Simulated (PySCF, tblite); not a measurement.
# C₄H₆FGaO₂: geometry, infrared bands and NMR shifts

Wanted: the infrared bands and NMR shifts of C₄H₆FGaO₂ (`FC1=CC[O][GaH2-][O+]=C1`), by calculation.

The runs use tblite 0.8.0 and PySCF 2.14.0, with density-fitted response routines of our own; the level of theory stands in each step. All values are computed, except where a source is named. Atoms count from 0, in the outputs and in this text.

**1. Starting geometry**

14 atoms, charge 0, multiplicity 1; geometry from: force field or distance geometry start.

Bonds of the start (Å): F0–C1 1.37, C1–C2 1.32, C2–C3 1.50, C3–O4 1.38, O4–Ga5 1.80, Ga5–O6 1.87, O6–C7 1.28, C7–C1 1.47, C2–H8 1.10, C3–H9 1.13, C3–H10 1.12, Ga5–H11 1.61, Ga5–H12 1.64, C7–H13 1.09.

**2. Geometry optimisation with GFN2-xTB**

The job: settings as JSON, then the geometry in Å.

```
{"job": {"kind": "relax", "xc": "GFN2-xTB", "basis": "xTB"}, "charge": 0, "multiplicity": 1}
F      2.292500     1.653800     0.724700
C      1.285100     0.901200     0.188800
C      0.072800     1.409900     0.223200
C     -1.234000     0.876400    -0.270000
O     -1.678200    -0.242800     0.410600
Ga    -0.751400    -1.761000     0.152900
O      1.007400    -1.477500    -0.399500
C      1.705800    -0.405800    -0.328200
H      0.002800     2.413400     0.672600
H     -2.018900     1.661700    -0.069700
H     -1.246400     0.771200    -1.387000
H     -1.434700    -2.824100    -0.840900
H     -0.717900    -2.488200     1.623300
H      2.714300    -0.488600    -0.722900
```

Launch:

```console
$ OMP_NUM_THREADS=1 python probes_run.py task.json out
```

This one command runs all jobs of the session in turn.

What it wrote:

```text
step      E/eV     max force
  0    -697.92416    2.687
  1    -698.16160    2.211
  2    -698.32263    1.572
  3    -698.48172    0.722
  4    -698.51503    0.739
  5    -698.57122    0.464
  6    -698.59564    0.524
  7    -698.61602    0.427
  8    -698.62791    0.273
  9    -698.63498    0.201
 10    -698.64108    0.187
 11    -698.64832    0.264
 12    -698.65657    0.313
 13    -698.66709    0.356
 14    -698.67743    0.264
 15    -698.68562    0.193
 16    -698.69143    0.179
 17    -698.69587    0.168
 18    -698.70046    0.169
 19    -698.70578    0.206
 20    -698.71326    0.310
 21    -698.72369    0.388
 22    -698.73502    0.317
 23    -698.74481    0.234
 24    -698.75078    0.212
 25    -698.75526    0.168
 26    -698.76146    0.240
 27    -698.76849    0.260
 28    -698.77477    0.250
 29    -698.77997    0.253
 30    -698.78578    0.238
 31    -698.79331    0.236
 32    -698.80050    0.237
 33    -698.80717    0.249
 34    -698.81197    0.203
 35    -698.81619    0.223
 36    -698.81947    0.122
 37    -698.82297    0.100
 38    -698.82471    0.108
 39    -698.82882    0.152
 40    -698.83210    0.143
 41    -698.83555    0.140
 42    -698.83835    0.145
 43    -698.84162    0.164
 44    -698.84532    0.151
 45    -698.84896    0.128
 46    -698.85170    0.112
 47    -698.85379    0.101
 48    -698.85583    0.130
 49    -698.85811    0.137
 50    -698.86097    0.135
 51    -698.86420    0.121
 52    -698.86722    0.115
 53    -698.86999    0.147
 54    -698.87360    0.166
 55    -698.87715    0.161
 56    -698.88002    0.157
 57    -698.88169    0.106
 58    -698.88308    0.100
 59    -698.88494    0.111
 60    -698.88741    0.118
 61    -698.89041    0.173
 62    -698.89275    0.119
 63    -698.89465    0.090
 64    -698.89553    0.087
 65    -698.89723    0.126
 66    -698.89792    0.091
 67    -698.89831    0.051
 68    -698.89853    0.036
 69    -698.89874    0.030
 70    -698.89891    0.035
 71    -698.89903    0.027
 72    -698.89916    0.034
 73    -698.89932    0.034
 74    -698.89950    0.038
 75    -698.89963    0.036
 76    -698.89969    0.024
 77    -698.89974    0.020
 78    -698.89979    0.015
 79    -698.89984    0.019
 80    -698.89987    0.016
 81    -698.89990    0.014
 82    -698.89992    0.011
 83    -698.89993    0.008
```

It took 0.85 s on 1 thread of Arm Neoverse N1, shared host; peak memory 0.18 GiB.

Along the way: (not every step is listed)

```csv
step,energy from step 0 (eV),largest force (eV/Å)
0,0.0000,2.6866
1,-0.2374,2.2108
2,-0.3985,1.5716
3,-0.5576,0.7220
4,-0.5909,0.7387
5,-0.6471,0.4640
6,-0.6715,0.5236
7,-0.6919,0.4266
8,-0.7038,0.2728
15,-0.7615,0.1929
22,-0.8109,0.3172
29,-0.8558,0.2525
36,-0.8953,0.1221
43,-0.9175,0.1642
50,-0.9368,0.1354
57,-0.9575,0.1063
64,-0.9714,0.0874
71,-0.9749,0.0271
78,-0.9756,0.0148
79,-0.9757,0.0187
80,-0.9757,0.0162
81,-0.9757,0.0140
82,-0.9758,0.0115
83,-0.9758,0.0077
```

Distances of close pairs at the start and the end, largest changes first:

```csv
bond,before (Å),after (Å),change (Å)
Ga5–O6,1.865,2.009,+0.144
Ga5–H12,1.641,1.532,-0.109
Ga5–H11,1.608,1.529,-0.079
O6–C7,1.281,1.231,-0.050
O4–Ga5,1.797,1.759,-0.038
C1–C2,1.315,1.353,+0.037
C1–C7,1.467,1.435,-0.032
C3–H9,1.128,1.107,-0.021
```

The end geometry stands in the next job.

**3. Infrared spectrum with GFN2-xTB**

The job: settings as JSON, then the geometry in Å.

```
{"job": {"kind": "ir", "xc": "GFN2-xTB", "basis": "xTB"}, "charge": 0, "multiplicity": 1}
F      2.337358     1.709980    -0.001419
C      1.260681     0.867120    -0.006976
C      0.060494     1.489200    -0.050198
C     -1.324440     0.968902    -0.068652
O     -1.514822    -0.388338    -0.046189
Ga    -0.892825    -2.031127     0.054803
O      1.054845    -1.539368     0.043315
C      1.708188    -0.495641     0.039926
H      0.112981     2.573177    -0.074234
H     -1.838231     1.441294     0.790755
H     -1.801402     1.402323    -0.968875
H     -1.006442    -2.790027    -1.267794
H     -0.966175    -2.639807     1.458280
H      2.809112    -0.568161     0.075091
```

What it wrote:

```text
mode    cm-1     km/mol
  1      41.2      1.35
  2      58.7      6.37
  3     152.2     18.14
  4     157.3      6.80
  5     230.3      2.16
  6     237.1      0.05
  7     250.9      4.84
  8     383.8      3.53
  9     385.0      0.25
 10     400.5     51.21
 11     418.9     38.38
 12     443.6    100.05
 13     504.2    164.27
 14     576.4     36.92
 15     667.2    104.67
 16     680.2    139.79
 17     773.7     32.11
 18     856.0     57.75
 19     878.8      1.46
 20     930.8      0.04
 21    1028.7     76.54
 22    1098.8    133.16
 23    1186.3      0.57
 24    1191.7     65.69
 25    1284.1     17.75
 26    1304.5      7.82
 27    1362.3     32.13
 28    1383.3    105.53
 29    1544.4    522.41
 30    1621.9      9.97
 31    1770.0    526.30
 32    1810.7     46.91
 33    2753.8      9.23
 34    2795.9     12.40
 35    2833.3      8.42
 36    3036.8      0.19
```

Run time: 0.69 s. Hardware: 1 thread of Arm Neoverse N1, shared host; peak memory 0.18 GiB.

The strongest bands and the atoms that carry them (share of the mass-weighted mode):

```csv
cm⁻¹,km/mol,atoms
444,100.0,"C1 29 %, H11 24 %, H12 21 %, H13 10 %"
504,164.3,"H12 48 %, H11 41 %"
667,104.7,"C3 31 %, F0 24 %"
680,139.8,"H11 39 %, H12 39 %, C3 11 %"
1099,133.2,"C1 55 %, F0 20 %, H8 14 %"
1383,105.5,"H10 45 %, H9 45 %"
1544,522.4,"C7 32 %, C1 26 %, C2 22 %, O6 13 %"
1770,526.3,"H12 65 %, H11 32 %"
```

**4. Nuclear shieldings: PBE0/pcSseg-1**

Same as in step 3 but for these lines:

```diff
@@ -1,2 +1,2 @@
-{"job": {"kind": "ir", "xc": "GFN2-xTB", "basis": "xTB"}, "charge": 0, "multiplicity": 1}
+{"job": {"kind": "nmr", "xc": "PBE0", "basis": "pcSseg-1"}, "charge": 0, "multiplicity": 1}
 F      2.337358     1.709980    -0.001419
```

Method: GIAO PBE0/pcSseg-1 NMR shielding, non-relativistic, gas phase.

What it wrote:

```text
coarse grid: 58632 points
cycle   1  E = -2329.9521458295  dE =  8.303e-01  |g| = 1.400e+00  |ddm| = 3.615e+00
cycle   2  E = -2328.2696699775  dE =  1.682e+00  |g| = 2.852e+00  |ddm| = 3.221e+00
cycle   3  E = -2330.0694896856  dE = -1.800e+00  |g| = 8.483e-01  |ddm| = 2.962e+00
cycle   4  E = -2330.2036786192  dE = -1.342e-01  |g| = 1.653e-01  |ddm| = 6.579e-01
cycle   5  E = -2330.2064348657  dE = -2.756e-03  |g| = 1.587e-01  |ddm| = 2.817e-01
cycle   6  E = -2330.2111211730  dE = -4.686e-03  |g| = 3.240e-02  |ddm| = 1.384e-01
cycle   7  E = -2330.2112693627  dE = -1.482e-04  |g| = 1.081e-02  |ddm| = 3.045e-02
cycle   8  E = -2330.2112930014  dE = -2.364e-05  |g| = 2.858e-03  |ddm| = 1.170e-02
cycle   9  E = -2330.2112945491  dE = -1.548e-06  |g| = 1.443e-03  |ddm| = 3.375e-03
final grid: 124376 points
cycle  10  E = -2330.2113586585  dE =  1.323e-06  |g| = 2.693e-03  |ddm| = 3.659e-03
cycle  11  E = -2330.2113532875  dE =  5.371e-06  |g| = 5.199e-03  |ddm| = 6.402e-03
cycle  12  E = -2330.2113606137  dE = -7.326e-06  |g| = 2.827e-04  |ddm| = 4.299e-03
cycle  13  E = -2330.2113606263  dE = -1.268e-08  |g| = 5.788e-05  |ddm| = 2.325e-04
cycle  14  E = -2330.2113606270  dE = -6.698e-10  |g| = 1.033e-05  |ddm| = 4.919e-05
converged SCF energy = -2330.2113606270

GIAO shielding tensors (ppm)
atom      isotropic    diamagn.    paramagn.     s11        s22        s33       span
  0 F      302.052     476.217    -174.165    251.278    296.104    358.775    107.496
  1 C       27.242     255.598    -228.355    -59.601     61.082     80.246    139.846
  2 C       15.939     261.604    -245.666   -101.705     20.963    128.558    230.263
  3 C      112.098     238.860    -126.763     88.242    103.532    144.518     56.276
  4 O      277.589     404.020    -126.430    183.078    273.607    376.083    193.005
  5 Ga    1496.531    2639.472   -1142.942   1295.512   1458.347   1735.734    440.222
  6 O     -197.193     403.346    -600.539   -670.002   -272.984    351.407   1021.408
  7 C      -14.084     246.028    -260.111    -82.663    -50.176     90.589    173.252
  8 H       24.067      29.872      -5.806     20.635     23.012     28.552      7.917
  9 H       25.904      26.617      -0.713     20.657     25.197     31.859     11.201
 10 H       25.887      26.564      -0.677     20.624     25.213     31.823     11.199
 11 H       27.109      28.888      -1.779     20.855     21.548     38.925     18.070
 12 H       27.105      28.894      -1.788     20.997     21.492     38.827     17.830
 13 H       22.130      26.788      -4.658     19.447     22.402     24.541      5.094
```

Run time: 69 s. Hardware: 1 thread of Arm Neoverse N1, shared host; peak memory 0.98 GiB.

Shifts follow as δ = σ(reference) − σ, with reference shieldings (ppm) from runs at the same level and on the same kind of geometry: ¹H TMS 31.72, ¹³C TMS 186.9, ¹⁹F CFCl3 170.9, ¹⁷O H2O 336.1. The references are single molecules in the gas phase, so shifts against H2O, NH3, PH3, H3PO4 or CFCl3 are not on the usual liquid scales and can be off by tens of ppm. Atoms listed in one row are averaged.

```csv
atoms,environment,σ (ppm),δ (ppm)
C7,aldehyde carbonyl carbon,-14.1,201.0
C2,β carbon of a C=C–C=O unit,15.9,171.0
C1,α carbon of a C=C–C=O unit,27.2,159.7
C3,allylic sp3 CH2 bonded to O,112.1,74.8
H13,hydrogen on an aldehyde carbonyl carbon,22.13,9.59
H8,hydrogen on a β carbon of a C=C–C=O unit,24.07,7.65
"H9, H10",hydrogen on an allylic sp3 CH2 bonded to O,25.90,5.82
"H11, H12","hydrogen on a Ga bonded to 2 O, in a 7-membered ring",27.11,4.61
F0,vinylic fluorine,302.1,-131.1
O6,donor oxygen of a Lewis adduct,-197.2,533.3
O4,"oxygen bonded to C, Ga, in a 7-membered ring",277.6,58.5
Ga5,"Ga bonded to 2 O, 2 H, in a 7-membered ring",1497,–
```

Charges from the same density, by scheme (e):

```csv
atoms,Mulliken,IAO,Hirshfeld,ESP fit
F0,-0.30,-0.29,-0.09,-0.20
C1,0.13,0.19,0.06,-0.02
C2,-0.20,-0.10,0.00,-0.03
C3,0.26,-0.03,0.01,0.15
O4,-0.77,-0.64,-0.31,-0.51
Ga5,0.81,0.65,0.37,0.69
O6,-0.48,-0.34,-0.14,-0.42
C7,0.34,0.23,0.15,0.51
```

Mayer bond orders: F0–C1 0.87, C1–C2 1.69, C2–C3 1.03, C3–O4 1.03, O4–Ga5 0.65, Ga5–O6 0.26, O6–C7 1.66, C7–C1 1.13.

Ring of atoms C1, C2, C3, O4, Ga5, O6, C7: NICS(0) 0.3, NICS(1) -0.6, NICS(1)zz 2.7 ppm (means of both faces).

Orbitals, density, ELF and potential are computed afterwards from the orbital file.

Frontier orbitals at PBE0/pcSseg-1, with the share of their density that lies nearest to each atom:

```csv
orbital,energy (eV),lies on
HOMO,-7.06,"O4 45 %; H11, H12 about 17 % each"
LUMO,-3.27,"C2, C7 about 27 % each; O6 19 %; C1 7 %"
```

ELF in a plane through or near 10 of the atoms.

Ten even steps from ' ' (0.00) to '@' (1.00):
```
                                                        
                                                        
                                                        
                                                        
                        ..                              
                    ..==++::..::++++::                  
            ..      ::++::--==##%%%%==..                
          ++@@@@##====++==::%%----##::........          
          @@@@@@@@%%::@@%%--++##%%--::--::..::..        
          ==@@@@%%++++====    ----..**==##..--..        
              ..::++%%%%==      ..  ++**==..--..        
          ..====--------++--..++%%##..  ..::..          
          ==%%%%**##==++@@----%%..**##--                
          ::**####%%::::++--::####@@%%++                
            --**##++  ++@@@@@@::--##**==                
              ....    @@@@@@@@::                        
                      %%@@@@@@::                        
                          ..                            
                                                        
                                                        
```
The map spans 11.1 Å across and 10.9 Å up, centred on the molecule. Atoms in the plane (x, y in Å): F0 (-2.4, -1.7), C1 (-1.2, -0.9), C2 (-1.4, 0.4), C3 (-0.5, 1.6), O4 (0.8, 1.3), Ga5 (2.2, 0.2), O6 (1.1, -1.5), C7 (-0.1, -1.8), H8 (-2.5, 0.7), H13 (-0.4, -2.8).

log10 of the density (e/Å³) in the same plane.

Ten even steps from ' ' (-4.0) to '@' (2.5):
```
                                                        
                                                        
                                                        
                ....::::::::....                        
              ..::::--------------::::..                
            ..::::--==++++++========----::....          
          ..::----==++************++====--::::....      
        ..--====++++++**%%****##%%**++======--::::..    
        ::--++************++++************++==--::::..  
        ::--==++****%%**++====++++**%%@@%%++==--::::..  
        ..--====++******++======++++##%%##++==--::::..  
        ::--==++++**####**++++++****++++++==----::....  
      ..--==**####**************####**++==--::::....    
      ..::==**####**++++**####**##**++==--::....        
        ::--==++++++==++******++++====--::..            
          ..::--------==++++++==----::::..              
              ......::--====----::..                    
                    ....::::::..                        
                                                        
                                                        
```
The map spans 11.1 Å across and 10.9 Å up, centred on the molecule. Atoms in the plane (x, y in Å): F0 (-2.4, -1.7), C1 (-1.2, -0.9), C2 (-1.4, 0.4), C3 (-0.5, 1.6), O4 (0.8, 1.3), Ga5 (2.2, 0.2), O6 (1.1, -1.5), C7 (-0.1, -1.8), H8 (-2.5, 0.7), H13 (-0.4, -2.8).

On the surface of density 0.002 e/bohr³ the electrostatic potential runs, from the 1st to the 99th percentile, from -1.26 V near O4 to 1.57 V near H8.

**5. What came out**

| quantity | value |
| --- | --- |
| strongest single infrared mode (GFN2-xTB) | 1770 cm⁻¹, 526 km/mol |
| zero-point energy (GFN2-xTB) | 52.9 kcal/mol |
| ¹³C shifts against TMS (PBE0/pcSseg-1) | 201.0, 171.0, 159.7, 74.8 ppm |
| ¹H shifts against TMS (PBE0/pcSseg-1, means over atoms taken as alike) | 9.59, 7.65, 5.82, 4.61 ppm |
| ¹⁹F shifts against CFCl3 (PBE0/pcSseg-1) | -131.1 ppm |
| ¹⁷O shifts against H2O (PBE0/pcSseg-1) | 533.3, 58.5 ppm |
| shieldings of Ga (PBE0/pcSseg-1) | Ga5 1496.5 ppm |
| surface potential, 1st and 99th percentile | -1.26 V and 1.57 V |

Over 83 steps the energy fell by 0.976 eV; of the close pairs, Ga5–O6 changed most, 1.865 to 2.009 Å. No mode is imaginary among the 36: a minimum at this level. The strongest single mode, at 1770 cm⁻¹, moves mainly H12. Unscaled tight-binding wavenumbers are off by several per cent, some by more. Its intensities can rank the bands wrongly. The most deshielded carbon is C7 (aldehyde carbonyl carbon), at 201.0 ppm: the double bond to the heteroatom, with no lone-pair donor beside it, deshields it most. H13 (hydrogen on an aldehyde carbonyl carbon) lies farthest downfield among hydrogen, at 9.59 ppm; deshielded by the polar, anisotropic C=O bond. At PBE0/pcSseg-1: The largest span, 1021 ppm, is at O6, where the paramagnetic term is -601 ppm. At PBE0/pcSseg-1, counted by nearest atom on the grid, the HOMO lies on O4 45 %; H11, H12 about 17 % each, the LUMO on C2, C7 about 27 % each; O6 19 %. Spin-orbit coupling is left out, which matters for shieldings and couplings at and beside the heavy atoms.
